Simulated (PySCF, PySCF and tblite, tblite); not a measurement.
# C3H6O2Si: a path driven as a shift of bonds, and NMR exchange

Aim: the barrier and rate of a shift of bonds in C3H6O2Si (`O=C/C=C\O[SiH3]`), and what it does to NMR lines.

Computed with tblite 0.8.0 (tight binding) and PySCF 2.14.0 (DFT, with response routines of our own); each step states its level. Atoms count from 0 throughout.

## (1) The starting structure

12 atoms, charge 0, multiplicity 1; geometry from: force field or distance geometry start.

Bonds of the start (Å): C1–C2 1.46, C1–H6 1.07, C2–C3 1.31, C2–H7 1.09, C3–H8 1.08, C3–O4 1.41, O0–C1 1.25, O4–Si5 1.74, Si5–H10 1.48, Si5–H11 1.47, Si5–H9 1.48.

## (2) GFN2-xTB relaxation, start minimum

What the job is given:

```
{"job": {"xc": "GFN2-xTB", "basis": "xTB", "kind": "relax"}, "charge": 0, "multiplicity": 1}
O     -1.419700    -1.362700     0.262200
C     -1.875000    -0.202700     0.145200
C     -1.093400     1.005200     0.401400
C      0.166900     1.002900     0.757100
O      0.819400    -0.231900     0.941000
Si     1.628500    -0.873000    -0.465900
H     -2.902400    -0.079700    -0.145700
H     -1.595300     1.963100     0.274200
H      0.715200     1.919400     0.939900
H      2.306200    -2.105100    -0.011700
H      0.675100    -1.190400    -1.556900
H      2.575700     0.154400    -0.919700
```

On the command line:

```console
> OMP_NUM_THREADS=1 python ens_run.py task.json out
```

One launch serves the whole session.

What it wrote:

```text
step      E/eV     max force
  0    -525.90472    3.446
  1    -526.08377    3.989
  2    -526.23795    1.236
  3    -526.28484    0.763
  4    -526.32054    0.655
  5    -526.33738    0.413
  6    -526.35047    0.340
  7    -526.36162    0.393
  8    -526.37822    0.387
  9    -526.39085    0.307
 10    -526.40131    0.259
 11    -526.40916    0.304
 12    -526.41644    0.317
 13    -526.42401    0.260
 14    -526.43058    0.211
 15    -526.43621    0.190
 16    -526.44211    0.243
 17    -526.44820    0.206
 18    -526.45321    0.195
 19    -526.45800    0.201
 20    -526.46344    0.263
 21    -526.46962    0.300
 22    -526.47639    0.218
 23    -526.48235    0.188
 24    -526.48747    0.177
 25    -526.49327    0.297
 26    -526.50108    0.390
 27    -526.50999    0.369
 28    -526.51733    0.222
 29    -526.52138    0.193
 30    -526.52402    0.193
 31    -526.52469    0.327
 32    -526.52999    0.234
 33    -526.53387    0.206
 34    -526.54082    0.217
 35    -526.54325    0.168
 36    -526.54587    0.142
 37    -526.54909    0.140
 38    -526.55139    0.140
 39    -526.55368    0.174
 40    -526.55619    0.139
 41    -526.55814    0.123
 42    -526.55991    0.138
 43    -526.56201    0.163
 44    -526.56617    0.232
 45    -526.57211    0.346
 46    -526.57976    0.345
 47    -526.58518    0.358
 48    -526.59090    0.274
 49    -526.59659    0.264
 50    -526.60077    0.169
 51    -526.60938    0.231
 52    -526.61452    0.274
 53    -526.62513    0.336
 54    -526.63332    0.345
 55    -526.64186    0.282
 56    -526.65060    0.333
 57    -526.65965    0.291
 58    -526.66995    0.289
 59    -526.67767    0.279
 60    -526.68144    0.209
 61    -526.68532    0.124
 62    -526.68757    0.120
 63    -526.68990    0.165
 64    -526.69327    0.190
 65    -526.69810    0.214
 66    -526.70263    0.202
 67    -526.70543    0.149
 68    -526.70712    0.127
 69    -526.70863    0.096
 70    -526.71075    0.096
 71    -526.71279    0.103
 72    -526.71402    0.093
 73    -526.71479    0.090
 74    -526.71546    0.069
 75    -526.71609    0.063
 76    -526.71656    0.045
 77    -526.71693    0.053
 78    -526.71734    0.054
 79    -526.71781    0.059
 80    -526.71828    0.054
 81    -526.71864    0.046
 82    -526.71887    0.033
 83    -526.71901    0.028
 84    -526.71908    0.023
 85    -526.71911    0.013
 86    -526.71914    0.013
 87    -526.71917    0.014
 88    -526.71919    0.014
 89    -526.71921    0.011
 90    -526.71922    0.008
 91    -526.71923    0.007
 92    -526.71925    0.007
 93    -526.71926    0.010
 94    -526.71928    0.013
 95    -526.71930    0.013
 96    -526.71932    0.014
 97    -526.71935    0.012
 98    -526.71938    0.013
 99    -526.71942    0.014
100    -526.71945    0.014
101    -526.71948    0.012
102    -526.71951    0.012
103    -526.71953    0.011
104    -526.71955    0.021
105    -526.71959    0.030
106    -526.71966    0.039
107    -526.71975    0.034
108    -526.71981    0.022
109    -526.71983    0.005
110    -526.71983    0.008
111    -526.71983    0.002
```

It took 0.28 s on 1 thread of AMD EPYC 9R45, shared host.

The energy fell by 0.815 eV, and the atoms moved 0.70 Å (root mean square).

## (3) Relaxed scan, to the middle

What the job is given:

```
{"job": {"xc": "GFN2-xTB", "basis": "xTB", "coordinate": [["d", [5, 4], 1], ["d", [5, 0], -1]], "kind": "drive"}, "charge": 0, "multiplicity": 1}
O     -1.009304    -1.226345    -0.318254
C     -1.651997    -0.306970     0.155893
C     -1.127638     0.946127     0.605018
C      0.188336     1.266655     0.553806
O      1.182885     0.561963     0.120334
Si     1.446014    -0.952549    -0.548835
H     -2.746520    -0.416841     0.263866
H     -1.819146     1.669466     1.003642
H      0.496758     2.248514     0.919992
H      1.235530    -2.010923     0.424224
H      0.909354    -1.042838    -1.896159
H      2.896927    -0.736944    -0.662474
```

What it wrote:

```text
point  coordinate     E/eV
  0     -0.650     -526.70976
  1     -0.495     -526.68080
  2     -0.338     -526.63653
  3     -0.181     -526.58122
  4     -0.024     -526.51389
```

Run time: 0.18 s. Hardware: 1 thread of AMD EPYC 9R45, shared host.

The highest point is number 4, 4.5 kcal/mol above the first.

## (4) Relaxed scan, from the middle, back

What the job is given:

```
{"job": {"xc": "GFN2-xTB", "basis": "xTB", "coordinate": [["d", [5, 4], 1], ["d", [5, 0], -1]], "kind": "drive"}, "charge": 0, "multiplicity": 1}
O     -0.675444    -1.115067    -0.332541
C     -1.481452    -0.279801     0.127028
C     -1.120470     0.977200     0.608502
C      0.210237     1.345099     0.587247
O      1.179670     0.659436     0.166748
Si     1.172876    -1.033291    -0.550851
H     -2.539031    -0.567402     0.148423
H     -1.863197     1.652238     0.993255
H      0.478013     2.336012     0.973363
H      1.171355    -2.080851     0.476824
H      0.836000    -1.039536    -1.978428
H      2.647663    -0.840552    -0.670275
```

What it wrote:

```text
point  coordinate     E/eV
  0     -0.142     -526.56557
  1     -0.237     -526.60220
  2     -0.333     -526.63482
  3     -0.428     -526.66345
  4     -0.522     -526.68716
  5     -0.617     -526.70501
  6     -0.711     -526.71563
  7     -0.804     -526.71922
```

Run time: 0.24 s. Hardware: 1 thread of AMD EPYC 9R45, shared host.

## (5) Relaxed scan, from the middle, on

job is that of step 4.

What it wrote:

```text
point  coordinate     E/eV
  0      0.054     -526.47617
  1      0.161     -526.42530
  2      0.299     -526.63555
  3      0.400     -526.65961
  4      0.503     -526.68388
  5      0.604     -526.70096
  6      0.704     -526.71120
  7      0.805     -526.71963
```

Wall time 0.6 s (1 thread of AMD EPYC 9R45, shared host).

The highest point is number 1, 1.2 kcal/mol above the first.

## (6) Nudged elastic band, leg 1

What the job is given:

```
{"job": {"xc": "GFN2-xTB", "basis": "xTB", "kind": "neb"}, "charge": 0, "multiplicity": 1}
O     -1.011510    -1.216265    -0.346980
C     -1.651860    -0.296514     0.129750
C     -1.122083     0.947839     0.596414
C      0.196732     1.258702     0.558975
O      1.189005     0.551410     0.124735
Si     1.445084    -0.957813    -0.559296
H     -2.748234    -0.399616     0.225579
H     -1.810989     1.672292     0.997450
H      0.509623     2.233985     0.938624
H      1.223170    -2.024414     0.402430
H      0.916164    -1.031437    -1.910748
H      2.897768    -0.749967    -0.663656
```

What it wrote:

```text
image   E - E0 / eV
  0       0.0000
  1       0.0108
  2       0.0848
  3       0.1458
  4       0.0822
  5       0.0100
  6       0.0000
```

It took 1.1 s on 1 thread of AMD EPYC 9R45, shared host.

The highest point is number 3, 3.4 kcal/mol above the first.

## (7) Saddle search, leg 1

What the job is given:

```
{"job": {"xc": "GFN2-xTB", "basis": "xTB", "kind": "saddle"}, "charge": 0, "multiplicity": 1}
O     -0.676942    -1.159078    -0.256670
C     -1.466658    -0.205324    -0.013885
C     -1.080224     1.026858     0.487920
C      0.261454     1.239614     0.763515
O      1.171034     0.383750     0.589793
Si     1.106374    -1.022482    -0.561402
H     -2.525808    -0.388949    -0.218542
H     -1.806883     1.797096     0.672422
H      0.576718     2.207926     1.164077
H      1.518045    -2.031352     0.395599
H      0.676224    -1.582965    -1.873348
H      2.246665    -0.265093    -1.149480
```

What it wrote:

```text
step      E/eV     max force
  0    -526.57405   0.0145
  1    -526.57464   0.0073
  2    -526.57464   0.0000
lowest wavenumbers (cm-1): -159.4 163.1 270.9 316.0 333.9 421.4
```

Run time: 0.82 s. Hardware: 1 thread of AMD EPYC 9R45, shared host.

Point group Cs; 1 imaginary mode, 159i cm⁻¹, carried by H11, H10, Si5, O4. Steps downhill from it reached both ends.

## (8) DFT refinement, start: PBE0-D3(BJ)/def2-SVP

What the job is given:

```
{"job": {"xc": "PBE0", "basis": "def2-SVP", "kind": "refine"}, "charge": 0, "multiplicity": 1}
O     -1.009304    -1.226345    -0.318254
C     -1.651997    -0.306970     0.155893
C     -1.127638     0.946127     0.605018
C      0.188336     1.266655     0.553806
O      1.182885     0.561963     0.120334
Si     1.446014    -0.952549    -0.548835
H     -2.746520    -0.416841     0.263866
H     -1.819146     1.669466     1.003642
H      0.496758     2.248514     0.919992
H      1.235530    -2.010923     0.424224
H      0.909354    -1.042838    -1.896159
H      2.896927    -0.736944    -0.662474
```

What it wrote:

```text
step      E/eV     max force
  0    -15160.85336   0.9272
  1    -15160.97126   0.1391
  2    -15160.97359   0.0504
  3    -15160.97376   0.0175
  4    -15160.97379   0.0119
```

Wall time 19 s (1 thread of AMD EPYC 9R45, shared host); peak memory 0.56 GiB.

Relaxing gained 0.120 eV and moved the atoms by 0.06 Å on average (rms).

DFT refinement, saddle of leg 1: PBE0-D3(BJ)/def2-SVP:

What the job is given:

```
{"job": {"xc": "PBE0", "basis": "def2-SVP", "kind": "refine"}, "charge": 0, "multiplicity": 1}
O     -0.675814    -1.165981    -0.237861
C     -1.464631    -0.207440    -0.012968
C     -1.077418     1.028806     0.479067
C      0.261940     1.237523     0.766964
O      1.171499     0.380019     0.596636
Si     1.105984    -1.020336    -0.557981
H     -2.522767    -0.390453    -0.223195
H     -1.802820     1.803401     0.649849
H      0.575607     2.202568     1.176408
H      1.528653    -2.035539     0.387054
H      0.662246    -1.575396    -1.867802
H      2.237521    -0.257172    -1.156172
```

What it wrote:

```text
step      E/eV     max force
  0    -15160.51409   1.2730
  1    -15160.71626   0.4319
  2    -15160.74709   0.4056
  3    -15160.75382   0.1129
  4    -15160.75457   0.1467
  5    -15160.75080   0.2542
  6    -15160.75538   0.0164
  7    -15160.75514   0.0578
  8    -15160.75541   0.0054
```

It took 36 s on 1 thread of AMD EPYC 9R45, shared host; peak memory 0.57 GiB.

Gain 0.241 eV; displacement 0.13 Å root mean square.

## (9) Shieldings, start: PBE0/pcSseg-1

What the job is given:

```
{"job": {"kind": "nmr", "xc": "PBE0", "basis": "pcSseg-1", "pop": false}, "charge": 0, "multiplicity": 1}
O     -0.983854    -1.192335    -0.283460
C     -1.673951    -0.289238     0.168612
C     -1.165414     0.981751     0.615439
C      0.157426     1.299320     0.577543
O      1.162571     0.580104     0.155021
Si     1.479389    -0.959391    -0.555083
H     -2.775683    -0.439165     0.251897
H     -1.860253     1.725456     1.007546
H      0.477934     2.285571     0.942170
H      1.286764    -2.097956     0.376233
H      0.937609    -1.108963    -1.928593
H      2.958659    -0.785840    -0.706272
```

What it wrote:

```text
coarse grid: 10776 points
cycle   1  E = -557.1948465249  dE =  8.341e-01  |g| = 8.870e-01  |ddm| = 3.122e+00
cycle   2  E = -556.7512164481  dE =  4.436e-01  |g| = 1.737e+00  |ddm| = 2.112e+00
cycle   3  E = -557.3322025617  dE = -5.810e-01  |g| = 2.292e-01  |ddm| = 1.667e+00
cycle   4  E = -557.3418603810  dE = -9.658e-03  |g| = 8.974e-02  |ddm| = 2.295e-01
cycle   5  E = -557.3431204310  dE = -1.260e-03  |g| = 2.854e-02  |ddm| = 7.004e-02
cycle   6  E = -557.3432807065  dE = -1.603e-04  |g| = 9.209e-03  |ddm| = 2.926e-02
cycle   7  E = -557.3432986752  dE = -1.797e-05  |g| = 2.590e-03  |ddm| = 8.331e-03
cycle   8  E = -557.3433001301  dE = -1.455e-06  |g| = 8.872e-04  |ddm| = 2.309e-03
final grid: 100200 points
cycle   9  E = -557.3980715550  dE = -8.848e-07  |g| = 1.268e-02  |ddm| = 1.889e-02
cycle  10  E = -557.3979913802  dE =  8.017e-05  |g| = 2.421e-02  |ddm| = 2.349e-02
cycle  11  E = -557.3980998069  dE = -1.084e-04  |g| = 2.001e-03  |ddm| = 1.760e-02
cycle  12  E = -557.3981005653  dE = -7.584e-07  |g| = 3.982e-04  |ddm| = 1.584e-03
cycle  13  E = -557.3981005927  dE = -2.742e-08  |g| = 1.290e-04  |ddm| = 4.015e-04
cycle  14  E = -557.3981005958  dE = -3.082e-09  |g| = 5.051e-05  |ddm| = 1.305e-04
cycle  15  E = -557.3981005964  dE = -6.171e-10  |g| = 1.166e-05  |ddm| = 5.090e-05
converged SCF energy = -557.3981005964

GIAO shielding tensors (ppm)
atom      isotropic    diamagn.    paramagn.     s11        s22        s33       span
  0 O     -228.829     405.749    -634.579   -674.223   -349.348    337.083   1011.306
  1 C       -9.310     246.400    -255.709   -101.478    -25.804     99.353    200.830
  2 C       75.117     263.135    -188.018    -36.550    117.644    144.257    180.808
  3 C       13.018     246.792    -233.774    -88.562     26.198    101.419    189.981
  4 O      179.581     397.150    -217.569     48.951    124.463    365.329    316.379
  5 Si     392.858     876.520    -483.661    340.201    378.071    460.303    120.102
  6 H       22.398      27.351      -4.953     20.440     22.580     24.174      3.734
  7 H       26.139      31.312      -5.172     24.104     26.491     27.822      3.718
  8 H       24.467      28.215      -3.749     20.844     25.588     26.967      6.123
  9 H       25.672      28.642      -2.970     22.737     24.921     29.359      6.622
 10 H       25.692      28.749      -3.056     22.777     24.982     29.318      6.542
 11 H       26.479      27.910      -1.430     23.206     25.669     30.564      7.358
```

It took 5.8 s on 1 thread of AMD EPYC 9R45, shared host; peak memory 0.72 GiB.

Key values: HOMO -7.44 eV, LUMO -1.90 eV; dipole 2.46 D.

[end of part 1 of 2]
